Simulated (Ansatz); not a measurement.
# GeHClO: an energy map over bond length O1–Ge2 and bond length Ge2–Cl3

Aim: map the energy of ClGeHO, SMILES [OH][Ge][Cl] over two coordinates, and find its wells, ridges and stiffness.

The runs use Ansatz 0.2.0; RKS PBE0-D4/def2-TZVP.

## Step 1: The system as given

SMILES `[OH][Ge][Cl]`, 4 atoms, charge 0, spin multiplicity 1.

Atoms are counted from 1 here; the program's logs count them from 0.

Bond lengths: O1–Ge2 1.800 Å, O1–H4 0.980 Å, Ge2–Cl3 2.243 Å. Angles: Ge2–O1–H4 112.2°, O1–Ge2–Cl3 98.0°.

Coordinates:

```xyz
4
ClGeHO
O    -0.8807    0.5902   -0.4843
Ge   -0.6185   -0.6283    0.8144
Cl    1.6009   -0.8563    0.5867
H    -0.0461    0.8342   -0.9370
```

## Step 3: The grid

The axes are (1) bond length O1–Ge2: 13 values from 1.488 to 2.303 Å; (2) bond length Ge2–Cl3: 13 values from 1.814 to 3.318 Å.

Nothing else is relaxed (all other coordinates rigid). Energies count from the relaxed molecule at the same level. Points are written as (first, second).

(The set-up runs are not shown.)

## Step 4: Grid point (1.760 Å, 2.190 Å)

Input file input.yaml:

```yaml
crystal:
  periodic: [false, false, false]
  atoms:
    - { symbol: O, position_ang: [-0.860934, 0.57678, -0.473774] }
    - { symbol: Ge, position_ang: [-0.605563, -0.614465, 0.796391] }
    - { symbol: Cl, position_ang: [1.561745, -0.850063, 0.588138] }
    - { symbol: H, position_ang: [-0.064988, 0.845563, -0.945501] }
basis:
  gaussian: { orbitals: def2-TZVP }
hamiltonian:
  xc: pbe0
  dispersion: d4
output:
  forces: true
```

Launch:

```console
ansatz run input.yaml --threads 1 --pin off --max-ram 2560MiB --backend cpu --events-out ev --progress --plain --runs-dir out
```

The session goes on with these runs: all other points of the grid.

**Question.** What will these runs give? Wanted: lowest point; highest computed point; dipole moment.

The runs gave:

| quantity | value |
| --- | --- |
| lowest point | (1.760 Å, 2.190 Å), 0.005 eV |
| highest computed point | (2.303 Å, 3.318 Å), 4.21 eV above the lowest |
| dipole moment (D) | 0.2 at (1.760 Å, 2.065 Å) to 8.0 at (1.488 Å, 3.318 Å); 0.6 at the lowest point |
| time for the whole task | 11 min on 1 thread, shared host |

What this shows: The lowest computed point is at (1.760 Å, 2.190 Å), 0.005 eV from the relaxed molecule at the same level. No other kind of well shows on this grid. The highest computed point, (2.303 Å, 3.318 Å), lies 4.21 eV above the lowest. Round the minimum the two coordinates are nearly uncoupled.
